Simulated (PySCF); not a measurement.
# CH3Br (bromomethane): the cost of one run

Computed with PySCF 2.14.0 and routines of our own; the level stands in each step. Atoms count from 0.

### 1 The starting structure

5 atoms, charge 0, multiplicity 1; geometry from: GFN2-xTB.

### 2 Optimising the geometry at PBE0-D3(BJ)/def2-SVP

Job settings and geometry (Å):

```
{"job": {"xc": "PBE0", "basis": "def2-SVP", "d3": "d3bj", "grid": 1, "maxiter": 30, "shake": 0.01, "kind": "geom"}, "charge": 0, "multiplicity": 1}
C     -0.163210    -0.027250     0.008050
Br     1.746750     0.016490    -0.075320
H     -0.569270    -0.542240    -0.873210
H     -0.499680     1.027820    -0.007340
H     -0.481020    -0.508790     0.909930
```

Started as:

```sh
> OMP_NUM_THREADS=1 python heavy_run.py task.json out
```

The driver reads the jobs from task.json and runs them one after another.

Q: Estimate the wall time and peak memory of this first job on 1 thread of Intel Xeon Platinum 8488C, shared host.

About 4 s, with a peak of 0.29 GiB.
